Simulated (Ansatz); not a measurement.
AgP, a single point in a Gaussian basis

Program: the Ansatz DFT code, driven from Python.

At the Python prompt:
```pycon
>>> from pathlib import Path
>>> import warnings
>>> import ansatz as az
>>> import numpy as np
>>> GEOMETRY = """
... Ag    0.00000    0.00000    0.00000
... P     0.00000    0.00000    2.40000
... """
>>> warnings.simplefilter("ignore", az.DeckWarning)
>>> mol = az.Crystal.molecule()
>>> for line in GEOMETRY.strip().splitlines():
...     symbol, *xyz = line.split()
...     mol = mol.atom(symbol, [float(v) for v in xyz])
...
>>> base = mol.calculation()
>>> base = base.basis(gaussian="def2-SVP")
>>> base = base.functional(az.LibraryFunctional("wB97M-V"))
>>> base = base.spin("collinear", total=2)
>>> base = base.forces().orbitals()
>>> res = base.run(threads=1, backend="cpu", runs_dir="agp_runs")

>>> rep = res.report
>>> rep["mean_field"]["state"]["spin_squared"]
2.0219041179431816
>>> rep["published_state_doubts"]
[]
>>> for key in ("converged", "free_energy_ev", "reference_energy_ev", "n_frozen", "n_occupied", "n_virtual"):
...     print(f"{key:22s} {rep[key]}")
...
converged              True
free_energy_ev         -13280.546044046916
reference_energy_ev    -13280.546044046916
n_frozen               0
n_occupied             [18, 16]
n_virtual              [31, 33]
>>> field = rep["mean_field"]
>>> print("<S^2> =", round(abs(field["state"]["spin_squared"]), 4), " all-electron relativity setting:", field["relativity"])
<S^2> = 2.0219  all-electron relativity setting: none
>>> print("passes:", field["passes"])
passes: {'evaluations': 18, 'products': 21}
>>> if "symmetry" in field:
...     print("occupied orbitals by irrep:", field["symmetry"]["occupied"])
...
occupied orbitals by irrep: [{'A1': 9, 'A2': 1, 'B1': 4, 'B2': 4}, {'A1': 9, 'A2': 1, 'B1': 3, 'B2': 3}]
>>> symbols = [site.symbol for site in mol.cartesian_sites]
>>> forces = np.array(rep["forces_ev_ang"])
>>> print("largest force", round(float(np.linalg.norm(forces, axis=1).max()), 4), "eV/A, rms", round(float(np.sqrt((forces ** 2).mean())), 4))
largest force 0.3434 eV/A, rms 0.1983
>>> charges = rep["charge_distribution"]
>>> dipole = np.array(charges["dipole_moment_e_ang"]) * 4.803205
>>> print("dipole (D): {:.3f} {:.3f} {:.3f}, length {:.3f}".format(*dipole, np.linalg.norm(dipole)))
dipole (D): -0.000 0.000 -3.249, length 3.249
>>> print("atom  Mulliken   Lowdin")
atom  Mulliken   Lowdin
>>> for symbol, m, l in zip(symbols, charges["mulliken_charges_e"], charges["lowdin_charges_e"]):
...     print(f"{symbol:4s} {m:9.3f} {l:8.3f}")
...
Ag       0.078   -0.253
P       -0.078    0.253
>>> lines = Path(rep["orbitals_path"]).read_text().splitlines()
>>> field_of = lambda key: [line.split("=")[1].strip() for line in lines if line.startswith(key)]
>>> orbitals = [(27.211386 * float(e), s, float(n)) for e, s, n in zip(field_of("Ene="), field_of("Spin="), field_of("Occup="))]
>>> homo = max(e for e, _, n in orbitals if n > 0.5)
>>> lumo = min(e for e, _, n in orbitals if n < 0.5)
>>> for e, spin, n in sorted(orbitals):
...     if homo - 6 < e < lumo + 5:
...         print(f"{spin:6s} {e:10.3f} eV  occupation {n:.0f}")
...
Alpha     -12.626 eV  occupation 1
Alpha     -12.626 eV  occupation 1
Alpha     -12.608 eV  occupation 1
Beta      -12.449 eV  occupation 1
Beta      -12.449 eV  occupation 1
Beta      -12.338 eV  occupation 1
Alpha     -12.236 eV  occupation 1
Alpha     -12.236 eV  occupation 1
Beta      -12.227 eV  occupation 1
Beta      -12.227 eV  occupation 1
Alpha      -8.546 eV  occupation 1
Alpha      -8.252 eV  occupation 1
Alpha      -8.252 eV  occupation 1
Beta       -7.856 eV  occupation 1
Alpha      -0.807 eV  occupation 0
Beta       -0.594 eV  occupation 0
Beta       -0.594 eV  occupation 0
Beta       -0.583 eV  occupation 0
Alpha       1.324 eV  occupation 0
Alpha       1.324 eV  occupation 0
Beta        1.821 eV  occupation 0
Beta        1.821 eV  occupation 0
Beta        2.504 eV  occupation 0
Alpha       2.531 eV  occupation 0
Alpha       3.867 eV  occupation 0
Beta        3.888 eV  occupation 0
```

Notes:
- These settings explore the input space; basis and method may be short of convergence.
- The geometry is a force-field or estimated start, not a minimum of this method, and the basis set is short of its limit.
- def2 sets replace the cores of elements past krypton by effective core potentials.
- The species is open-shell (spin multiplicity 3).
- The Löwdin charges here are taken after orthogonalising the functions within each atom; they differ from plain Löwdin charges, and their signs can be unphysical.
- Levels such as HOMO and LUMO are orbital energies: with these approximate functionals they aren't the ionisation energy and electron affinity, and their gap isn't the fundamental gap.
- The spin state was assumed, and another may lie lower.
- Run time: 11 s on 1 thread of Arm Neoverse V2, on a shared host, peak memory 0.3 GiB.

(Lines on the test bed's own set-up are left out of the output.)
